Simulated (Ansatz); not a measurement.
**MoS2: elastic constants**

How stiff is the crystal, and how unevenly? Runs: cell and atoms relaxed (PAW); reference run (PAW and LAPW).

Program: Ansatz 0.2.0. Level of theory: DFT LDA, frozen-core PAW and all-electron LAPW, scalar-relativistic unless said. These are calculated values, not measurements.

### Step 1. Starting point

The structure is hexagonal, space group P6_3/mmc (No. 194). Conventional cell: a = 3.169 Å, b = 3.169 Å, c = 12.324 Å, α = 90.00°, β = 90.00°, γ = 120.00°. Mo (site symmetry -6m2) has 6 S at 2.41 Å as nearest neighbours. Around S (site symmetry 3m) lie 3 Mo at 2.41 Å.

As a file:

```xyz
6
Lattice="3.1690 0.0000 0.0000 -1.5845 2.7444 0.0000 0.0000 0.0000 12.3240" Properties=species:S:1:pos:R:3 pbc="T T T"
Mo    0.0000    1.8296    3.0810
Mo    1.5845    0.9148    9.2430
S     0.0000    1.8296    7.6779
S     1.5845    0.9148    1.5159
S     0.0000    1.8296   10.8081
S     1.5845    0.9148    4.6461
```

Cartesian axes are those of the input's lattice vectors. The structure goes back to a database entry.

### Step 2. Cell and atoms relaxed, PAW

The input, input.yaml:

```yaml
crystal:
  lattice:
    - [3.169, 0.0, 0.0]
    - [-1.5845, 2.7444345046, 0.0]
    - [0.0, 0.0, 12.324]
  atoms:
    - { symbol: Mo, position: [0.333333333333, 0.666666666667, 0.25] }
    - { symbol: Mo, position: [0.666666666667, 0.333333333333, 0.75] }
    - { symbol: S, position: [0.333333333333, 0.666666666667, 0.623] }
    - { symbol: S, position: [0.666666666667, 0.333333333333, 0.123] }
    - { symbol: S, position: [0.333333333333, 0.666666666667, 0.877] }
    - { symbol: S, position: [0.666666666667, 0.333333333333, 0.377] }
kpoints:
  mp_grid: { grid: [12, 12, 4] }
scf:
  occupations: { method: fermi_dirac, width: 0.08 }
hamiltonian:
  xc: lda
  pseudopotentials: { kind: paw }
relax:
  f_tol: 0.002
  max_steps: 80
  cell: {}
output:
  forces: true
  stress: true
```

The run is started by

```
> ansatz run input.yaml --threads 2 --pin off --max-ram 6144MiB --backend cpu --events-out ev --progress --plain --runs-dir out
```

### Step 4. Reference run, PAW

The input, input.yaml:

```yaml
crystal:
  lattice:
    - [3.12215101427, 0.0, 0.0]
    - [-1.56107550713, 2.70386209281, 0.0]
    - [0.0, 0.0, 12.07607143442]
  atoms:
    - { symbol: Mo, position: [0.333333333333, 0.666666666667, 0.25] }
    - { symbol: Mo, position: [0.666666666667, 0.333333333333, 0.75] }
    - { symbol: S, position: [0.333333333333, 0.666666666667, 0.621292793678] }
    - { symbol: S, position: [0.666666666667, 0.333333333333, 0.121292793678] }
    - { symbol: S, position: [0.333333333333, 0.666666666667, 0.878707206322] }
    - { symbol: S, position: [0.666666666667, 0.333333333333, 0.378707206322] }
kpoints:
  mp_grid: { grid: [6, 6, 2] }
scf:
  occupations: { method: fixed }
hamiltonian:
  xc: lda
  pseudopotentials: { kind: paw }
elastic:
  mode: relaxed_ion
  stencil: two_point
  amplitude: 0.008
```

### Step 5. Reference run, LAPW

Changes to input.yaml since step 4:

```diff
@@ -18,3 +18,3 @@
   xc: lda
-  pseudopotentials: { kind: paw }
+  pseudopotentials: { kind: all_electron, lapw: { basis_error: 0.0005 } }
 elastic:
```

(Steps that only read results are left out.)

Before running it: what results should come out? Wanted: C11; C12; C13; C33; C44; bulk, shear and Young's modulus; Debye temperature from sound speeds; universal anisotropy index.

The runs gave:

| quantity | value |
| --- | --- |
| C11 (PAW) | 244 GPa |
| C12 (PAW) | 59 GPa |
| C13 (PAW) | 11 GPa |
| C33 (PAW) | 53 GPa |
| C44 (PAW) | 20 GPa |
| bulk, shear and Young's modulus | 61, 45, 109 GPa |
| Debye temperature from sound speeds | 335 K |
| universal anisotropy index | 4.40 |

What this shows: All eigenvalues are positive, so the crystal is mechanically stable; by PAW K = 61 and G = 45 GPa, K/G = 1.34, on the brittle side of Pugh's rough line at 1.75, which was drawn for metals. Young's modulus runs from 50 to 229 GPa with direction. Cautions: frozen-core PAW files fitted under PBE, their cores solved anew for the functional of the run; no dispersion correction, so the spacing and stiffness between layers or molecules are poor.
